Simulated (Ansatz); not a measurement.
**C2H10GaN3: small, medium and large basis sets**

Aim: see how fast density functionals converge with the basis set for C2H10GaN3.

The runs use Ansatz 0.2.0, Gaussian basis; one geometry, several basis sets.

Levels to be run: PBE0-D4/def2-SVP; ωB97M-V/def2-SVP; PBE0-D4/def2-QZVPP; ωB97M-V/def2-QZVPP; the functionals' def2-TZVPP values are taken from earlier runs.

### 1 The relaxed structure

The geometry comes from an earlier relaxation with PBE0-D4 in a triple-zeta def2 set; it is a stationary point, not always the lowest conformer.

SMILES `C[N](C)[Ga]([NH2])[NH2]`, 16 atoms, charge 0, spin multiplicity 1.

Atoms are counted from 1 here; the program's logs count them from 0.

Bond lengths: C1–N2 1.436 Å, C1–H7 1.092 Å, C1–H8 1.101 Å, C1–H9 1.101 Å, N2–C3 1.436 Å, N2–Ga4 1.822 Å, C3–H10 1.101 Å, C3–H11 1.092 Å, C3–H12 1.101 Å, Ga4–N5 1.826 Å, Ga4–N6 1.825 Å, N5–H13 1.007 Å, N5–H14 1.007 Å, N6–H15 1.007 Å, N6–H16 1.006 Å. Angles: N2–C1–H7 111.2°, N2–C1–H8 111.9°, N2–C1–H9 111.9°, H7–C1–H8 107.3°, H7–C1–H9 107.4°, H8–C1–H9 107.0°, C1–N2–C3 113.2°, C1–N2–Ga4 123.5°, C3–N2–Ga4 123.3°, N2–C3–H10 111.7°, N2–C3–H11 111.1°, N2–C3–H12 112.0°, H10–C3–H11 107.1°, H10–C3–H12 107.0°, H11–C3–H12 107.6°, N2–Ga4–N5 119.3°, N2–Ga4–N6 119.8°, N5–Ga4–N6 120.4° and more.

Geometry (Å):

```xyz
16
C2H10GaN3
C    -1.1103   -1.0054   -1.2203
N    -0.0613   -0.6528   -0.3054
C     0.8670   -1.7230   -0.0696
Ga    0.0686    0.9779    0.4974
N     1.4262    1.2884    1.6786
N    -1.2574    2.2110    0.2686
H    -1.7997   -0.1714   -1.3701
H    -1.7035   -1.8582   -0.8547
H    -0.7162   -1.2884   -2.2090
H     0.3650   -2.6172    0.3318
H     1.6301   -1.4297    0.6550
H     1.3847   -2.0317   -0.9914
H     1.6202    2.2289    1.9809
H     2.2809    0.7599    1.6211
H    -1.0876    3.1796    0.4831
H    -1.9067    2.1321   -0.4961
```

### 2 PBE0-D4 in def2-SVP

File in.yaml:

```yaml
crystal:
  periodic: [false, false, false]
  atoms:
    - {symbol: C, position_ang: [-1.110293, -1.005393, -1.220251]}
    - {symbol: N, position_ang: [-0.061308, -0.652764, -0.305359]}
    - {symbol: C, position_ang: [0.867021, -1.722996, -0.069550]}
    - {symbol: Ga, position_ang: [0.068562, 0.977887, 0.497399]}
    - {symbol: N, position_ang: [1.426208, 1.288383, 1.678619]}
    - {symbol: N, position_ang: [-1.257387, 2.210976, 0.268632]}
    - {symbol: H, position_ang: [-1.799722, -0.171389, -1.370142]}
    - {symbol: H, position_ang: [-1.703486, -1.858191, -0.854719]}
    - {symbol: H, position_ang: [-0.716232, -1.288423, -2.208991]}
    - {symbol: H, position_ang: [0.365010, -2.617198, 0.331765]}
    - {symbol: H, position_ang: [1.630055, -1.429692, 0.654990]}
    - {symbol: H, position_ang: [1.384670, -2.031739, -0.991396]}
    - {symbol: H, position_ang: [1.620237, 2.228862, 1.980883]}
    - {symbol: H, position_ang: [2.280897, 0.759938, 1.621125]}
    - {symbol: H, position_ang: [-1.087556, 3.179589, 0.483093]}
    - {symbol: H, position_ang: [-1.906686, 2.132129, -0.496098]}
basis:
  gaussian: {orbitals: def2-SVP}
hamiltonian: {xc: pbe0, dispersion: d4}
output: {orbitals: {seedname: orbitals}}
```

After this run come: ωB97M-V in def2-SVP; PBE0-D4 in def2-QZVPP; ωB97M-V in def2-QZVPP.

Before running them: what should the planned runs give, taken together? Wanted: PBE0-D4: double and triple zeta above quadruple; ωB97M-V: double and triple zeta above quadruple.

As calculated:

| quantity | value |
| --- | --- |
| PBE0-D4: double and triple zeta above quadruple | 16.17, 1.62 eV |
| ωB97M-V: double and triple zeta above quadruple | 16.43, 1.57 eV |

For PBE0-D4 the step from double to triple zeta gains 14.55 eV and the next only 1.62 eV. These are total energies; as a rule much of such shifts cancels in differences, which this series doesn't test. The LUMO of ωB97M-V is positive and keeps falling with the basis (2.23 to 1.26 eV): an unbound level that the basis holds in place.
